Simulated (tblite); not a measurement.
# C7H13F: the cost of one run

The runs use tblite 0.8.0 and PySCF 2.14.0, with density-fitted response routines of our own; the level of theory stands in each step. All values are computed, except where a source is named. Atoms count from 0, in the outputs and in this text.

## Step 1: The molecule as given

21 atoms, charge 0, multiplicity 1; geometry from: force field or distance geometry start.

Bonds of the start (Å): C0–C1 1.37, C1–F2 1.35, C1–C3 1.49, C3–C4 1.52, C4–C5 1.53, C4–C6 1.48, C6–C7 1.49, C0–H8 1.08, C0–H9 1.09, C3–H10 1.11, C3–H11 1.10, C4–H12 1.10, C5–H13 1.12, C5–H14 1.14, C5–H15 1.10, C6–H16 1.11, C6–H17 1.13, C7–H18 1.11, C7–H19 1.13, C7–H20 1.13.

## Step 2: Geometry optimisation with GFN2-xTB

The job: settings as JSON, then the geometry in Å.

```
{"job": {"kind": "relax", "xc": "GFN2-xTB", "basis": "xTB"}, "charge": 0, "multiplicity": 1}
C      2.524300    -1.612000    -0.404600
C      1.486200    -1.025400    -1.071700
F      0.913400    -1.799700    -2.023100
C      1.034700     0.356400    -0.763400
C     -0.408800     0.397100    -0.300900
C     -0.689500     1.876600    -0.046300
C     -0.662200    -0.346900     0.951500
C     -2.066300    -0.333700     1.453700
H      2.850500    -2.612600    -0.626000
H      2.976200    -0.990600     0.371400
H      1.724200     0.834500    -0.039500
H      1.084500     0.920400    -1.705800
H     -1.067600     0.059800    -1.115800
H     -0.783500     2.442400    -1.007200
H      0.240100     2.265300     0.478800
H     -1.545600     2.049600     0.618400
H     -0.009700     0.095100     1.736800
H     -0.325000    -1.414600     0.782800
H     -2.725400     0.438800     1.016600
H     -2.522300    -1.348000     1.274200
H     -2.037000    -0.235500     2.574400
```

On the command line:

```console
$ OMP_NUM_THREADS=1 python probes_run.py task.json out
```

One launch serves the whole session: the jobs run in the order shown.

**Question.** How long does this first job take on 1 thread of AMD EPYC, shared host, and how much memory does it need?

About 2.5 s, with a peak of 0.18 GiB.
